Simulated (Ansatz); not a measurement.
# C₃H₄F₂Si: up Jacob's ladder to CCSD(T)

The task here is to estimate one member of a computed series from the others.

Computed with Ansatz 0.2.0, Gaussian basis. Level: functionals in def2-TZVPP, the program's frozen cores in correlated methods.

Levels to be run: LDA (SPW92), PBE-D4, revPBE-D4, BLYP-D4, r2SCAN-D4, B97M-V, PBE0-D4, B3LYP-D4, r2SCANh-D4, r2SCAN0-D4, HSE06-D4, BHLYP-D4, CAM-B3LYP-D4, LC-ωPBE, ωB97X-V, ωB97M-V, B2PLYP, PBE-QIDH; CCSD(T)/def2-SVP; CCSD(T)/def2-TZVPP; MP2/def2-QZVPP; extrapolation to the limit; RPA on PBE.

## Structure used throughout

An earlier PBE0-D4 in a triple-zeta def2 set relaxation fixed the geometry.

SMILES `C#C[SiH](F)CF`, 10 atoms, charge 0, spin multiplicity 1.

Atoms are counted from 1 here; the program's logs count them from 0.

Bond lengths: C1–C2 1.206 Å, C1–H7 1.066 Å, C2–Si3 1.815 Å, Si3–F4 1.598 Å, Si3–C5 1.883 Å, Si3–H8 1.478 Å, C5–F6 1.390 Å, C5–H9 1.095 Å, C5–H10 1.095 Å. Angles: C2–C1–H7 179.9°, C1–C2–Si3 178.4°, C2–Si3–F4 109.1°, C2–Si3–C5 110.5°, C2–Si3–H8 110.1°, F4–Si3–C5 106.7°, F4–Si3–H8 108.7°, C5–Si3–H8 111.6°, Si3–C5–F6 109.1°, Si3–C5–H9 111.1°, Si3–C5–H10 111.5°, F6–C5–H9 108.5°, F6–C5–H10 108.6°, H9–C5–H10 108.0°.

Set-up of the first run:

The input, in.yaml:

```yaml
crystal:
  periodic: [false, false, false]
  atoms:
    - {symbol: C, position_ang: [1.527070, 0.032918, 2.126912]}
    - {symbol: C, position_ang: [0.743318, -0.283514, 1.267021]}
    - {symbol: Si, position_ang: [-0.453403, -0.713692, -0.027847]}
    - {symbol: F, position_ang: [0.021524, -2.054435, -0.755605]}
    - {symbol: C, position_ang: [-0.509061, 0.629456, -1.346986]}
    - {symbol: F, position_ang: [-1.009032, 1.799045, -0.786060]}
    - {symbol: H, position_ang: [2.220106, 0.311231, 2.888184]}
    - {symbol: H, position_ang: [-1.785184, -0.945340, 0.568944]}
    - {symbol: H, position_ang: [-1.159149, 0.338197, -2.179117]}
    - {symbol: H, position_ang: [0.486812, 0.835132, -1.752450]}
basis:
  gaussian: {orbitals: def2-TZVPP}
hamiltonian: {xc: lda}
output: {orbitals: {seedname: orbitals}}
```

Steps of the session up to this table: LDA; PBE-D4 (GGA); revPBE-D4 (GGA); BLYP-D4 (GGA); r2SCAN-D4 (meta-GGA); B97M-V (meta-GGA); PBE0-D4 (hybrid); B3LYP-D4 (hybrid); r2SCANh-D4 (hybrid); r2SCAN0-D4 (hybrid); HSE06-D4 (hybrid); BHLYP-D4 (hybrid); CAM-B3LYP-D4 (range-separated); LC-ωPBE (range-separated); ωB97X-V (range-separated); ωB97M-V (range-separated); B2PLYP (double hybrid); PBE-QIDH (double hybrid).

One table of the session follows, with a row left open; its other results are not shown here.

It belongs to the step «Frontier levels by functional». 

```
  functional  HOMO (eV)  gap (eV)
 LDA (SPW92)      -7.27      5.12
      PBE-D4      -7.12      5.25
   revPBE-D4      -7.05      5.31
     BLYP-D4      -7.01      5.30
   r2SCAN-D4      -7.40      5.81
      B97M-V      -7.46      5.85
     PBE0-D4      -8.47      7.54
    B3LYP-D4          ?         ?
  r2SCANh-D4      -7.91      6.65
  r2SCAN0-D4      -8.65      7.88
    HSE06-D4      -8.06      6.76
    BHLYP-D4      -9.63      9.72
CAM-B3LYP-D4      -9.85     10.02
     LC-ωPBE     -11.23     12.58
     ωB97X-V     -10.84     12.09
     ωB97M-V     -10.71     11.77
```

Q: Estimate the row for B3LYP-D4 from the others.

Worked estimate for «HOMO (eV)». Against the share of exact exchange, BLYP-D4 (0, -7.01), BHLYP-D4 (0.5, -9.63) give a slope of -5.24 per unit share; at 0.2 the line stands at -8.06.

As computed: HOMO (eV): -8.24; gap (eV): 7.11. In «HOMO (eV)» the line misses by +0.18.
